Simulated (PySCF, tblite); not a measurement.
**C₇H₇BF₂: geometry, infrared bands and NMR shifts**

Aim: predict the infrared bands and NMR shifts of C₇H₇BF₂ (`C#CCBC(=C)C=C(F)F`).

The runs use tblite 0.8.0 and PySCF 2.14.0, with density-fitted response routines of our own; the level of theory stands in each step. All values are computed, except where a source is named. Atoms are numbered from 0 throughout.

## 1. The molecule as given

17 atoms, charge 0, multiplicity 1; geometry from: force field or distance geometry start.

Bonds of the start (Å): C0–C1 1.21, C1–C2 1.47, C2–B3 1.61, B3–C4 1.58, C4–C5 1.34, C4–C6 1.49, C6–C7 1.34, C7–F8 1.35, C7–F9 1.36, C0–H10 1.05, C2–H11 1.11, C2–H12 1.10, B3–H13 1.18, C5–H14 1.08, C5–H15 1.09, C6–H16 1.08.

## 2. Relaxing the molecule with GFN2-xTB

The job: settings as JSON, then the geometry in Å.

```
{"job": {"kind": "relax", "xc": "GFN2-xTB", "basis": "xTB"}, "charge": 0, "multiplicity": 1}
C      3.261300     0.461600    -0.299200
C      2.436700    -0.048100     0.418900
C      1.465800    -0.686700     1.314800
B     -0.001200    -0.097300     1.005500
C     -0.776400    -0.349100    -0.342400
C     -0.299800    -1.203500    -1.260800
C     -2.087800     0.294600    -0.611600
C     -2.416400     1.523500    -0.193100
F     -1.542400     2.312700     0.465900
F     -3.650700     2.012600    -0.501500
H      3.961200     0.916600    -0.938500
H      1.722800    -0.466600     2.366800
H      1.462600    -1.781200     1.174000
H     -0.538000     0.480700     1.882500
H     -0.835900    -1.385500    -2.177100
H      0.636900    -1.727800    -1.102200
H     -2.805600    -0.244600    -1.211900
```

Started as:

```console
$ OMP_NUM_THREADS=1 python probes_run.py task.json out
```

This one command runs all jobs of the session in turn.

**Question.** This job is followed by: GFN2-xTB harmonic vibrations, gas phase; GIAO PBE0/pcSseg-1 NMR shielding, non-relativistic, gas phase. Predict these results of the whole session: strongest single infrared mode (GFN2-xTB); zero-point energy (GFN2-xTB); ¹³C shifts against TMS (PBE0/pcSseg-1); ¹H shifts against TMS (PBE0/pcSseg-1, means over atoms taken as alike); ¹¹B shifts against BF3·OEt2 (PBE0/pcSseg-1); ¹⁹F shifts against CFCl3 (PBE0/pcSseg-1).

**Answer**, as computed:

```
                                                              quantity                                            value
                             strongest single infrared mode (GFN2-xTB)                            1736 cm⁻¹, 233 km/mol
                                          zero-point energy (GFN2-xTB)                                    72.3 kcal/mol
                                ¹³C shifts against TMS (PBE0/pcSseg-1)  171.3, 152.3, 127.3, 93.7, 86.6, 76.6, 20.5 ppm
¹H shifts against TMS (PBE0/pcSseg-1, means over atoms taken as alike)           7.58, 5.90, 5.44, 5.30, 2.77, 1.42 ppm
                           ¹¹B shifts against BF3·OEt2 (PBE0/pcSseg-1)                                         79.5 ppm
                              ¹⁹F shifts against CFCl3 (PBE0/pcSseg-1)                                 -88.1, -88.2 ppm
```

**Reading.** Relaxing lowered the energy by 0.335 eV in 99 steps; the close pair that moved most is C2–B3, from 1.611 to 1.577 Å. All 45 modes are real, so the xTB geometry is a minimum. The strongest single mode, at 1736 cm⁻¹, moves mainly C7 and C6. GFN2-xTB is a fitted tight-binding method: band positions and strengths are rough. Its intensities can rank the bands wrongly. At PBE0/pcSseg-1: The largest span, 292 ppm, is at C1, where the paramagnetic term is -164 ppm.
